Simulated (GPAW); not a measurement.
The system is AlSn.

```
Sn Al
1.0
     4.19811    0.00000    0.00000
    -2.09905    3.63567    0.00000
     0.00000    0.00000    3.30685
Sn Al
1 1
Direct
  0.33333 0.66667 0.50000
  0.00000 0.00000 0.00000
```

The cell comes from a database or a generator and needn't be the stable form of this composition.

Base run:

```yaml
Program: GPAW 26.7.0
Functional: PBEsol
Potentials_or_basis: PAW data sets generated in the run's folder for this functional
Cutoff: 600 eV
Basis: pw
k_mesh: 7 × 7 × 8
Occupations: fermi-dirac, width 0.05 eV
Spin: no spin polarisation
```

Its results: pressure -1.9 GPa.

Task: The run is repeated on the same cell with these changes: functional from PBEsol to LDA; potentials or basis from PAW data sets generated in the run's folder for this functional to the program's PAW data sets (release 1.2.1) made for this functional. What comes out?

Result: Pressure -3.1 GPa.
